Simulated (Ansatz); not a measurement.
I need a comparison of norm-conserving and PAW potentials of Ba, space group Cmcm. Use Ansatz 0.2.0, Python API. Level of theory (first run): PBEsol, PAW, the default cutoff (420 eV here), 7×7×4 k-points, cold smearing of 0.05 eV.

```yaml
crystal:
  lattice:
    - [3.59177, -2.51690, 0.00000]
    - [3.59177, 2.51690, 0.00000]
    - [0.00000, 0.00000, 7.19005]
  atoms:
    - { symbol: Ba, position: [0.74677, 0.25323, 0.25000] }
    - { symbol: Ba, position: [0.25323, 0.74677, 0.75000] }
```

The script, `ba_nc_paw.py`:
```python
'''Two kinds of potentials on Ba.'''

import ansatz as az
from ase import Atoms
import numpy as np
from tabulate import tabulate

config = {
    'kmesh': (7, 7, 4),
    'filling': 'cold',
    'sigma': 0.05,
}


def count_gap(report):
    # lowest empty less highest filled band, counting bands; zero where they overlap
    return max(report.get('gap_by_band_count_ev') or 0.0, 0.0)


def main() -> None:
    atoms = Atoms(
        ['Ba', 'Ba'],
        scaled_positions=[
            (0.746774, 0.253226, 0.25),
            (0.253226, 0.746774, 0.75),
        ],
        cell=[
            (3.591774, -2.516904, 0.0),
            (3.591774, 2.516904, 0.0),
            (0.0, 0.0, 7.190045),
        ],
        pbc=True,
    )
    structure = az.Crystal.from_ase(atoms)

    calculation = structure.calculation()
    calculation = calculation.functional(az.Functional.PBESOL)
    calculation = calculation.kpoints(*config['kmesh'])
    calculation = calculation.occupations(config['filling'], width=config['sigma']).stress()
    calculation = calculation.forces()
    calculation = calculation.band_table()
    variants = {
        'PAW': calculation.pseudopotentials('paw'),
        'norm-conserving': calculation.pseudopotentials('nc'),
    }
    # totals differ by the cores that each treatment holds, so compare what does not depend on them
    rows = []
    for label, variant in variants.items():
        data = variant.run().report
        levels = np.array(data['eigenvalues_ev'][0]) - data['fermi_energy_ev']
        print(label, 'levels at the first k-point near E_F:', np.round(levels[np.abs(levels) < 5], 3))
        rows.append((label, data['n_electrons'], np.trace(data['stress_gpa']) / 3, count_gap(data)))
    print(tabulate(rows, headers=['treatment', 'electrons in bands', 'P GPa', 'gap by band count eV'], floatfmt='.4f', tablefmt='github'))


if __name__ == '__main__':
    main()
```

`python ba_nc_paw.py` gives:
```text
DeckWarning: basis.ecutwfc = 420 eV, auto-derived from the records' recommended cutoffs: set by Ba (normal level)
PAW levels at the first k-point near E_F: [-2.705 -0.846  0.762  1.17   1.787  1.837]
DeckWarning: basis.ecutwfc = 770 eV, auto-derived from the records' recommended cutoffs: set by Ba (normal level)
norm-conserving levels at the first k-point near E_F: [-2.708 -0.847  0.763  1.165  1.789  1.839]
| treatment       |   electrons in bands |   P GPa |   gap by band count eV |
|-----------------|----------------------|---------|------------------------|
| PAW             |              20.0000 | -0.8064 |                 0.0000 |
| norm-conserving |              20.0000 | -0.8102 |                 0.0000 |
```
(Warnings from the package without file and line.)

PAW gives -0.806 GPa and norm-conserving -0.810 GPa, 0.004 GPa apart. They took 4.8 and 11.2 s of processor time.

The computed bands are complete only to about 0.7 eV above the Fermi level. The mesh is modest for a metal, so energies can be off by several to tens of meV an atom and pressures by half a GPa or more; differences at equal mesh fare better. A gap by band count of zero or less means overlapping bands, a metal. Levels are Kohn-Sham eigenvalues on this mesh, without spin-orbit coupling. Stress is positive in compression. Hardware and time: 17 s on 1 thread of Arm Neoverse V1, with other jobs on the host, peak memory 0.57 GiB.
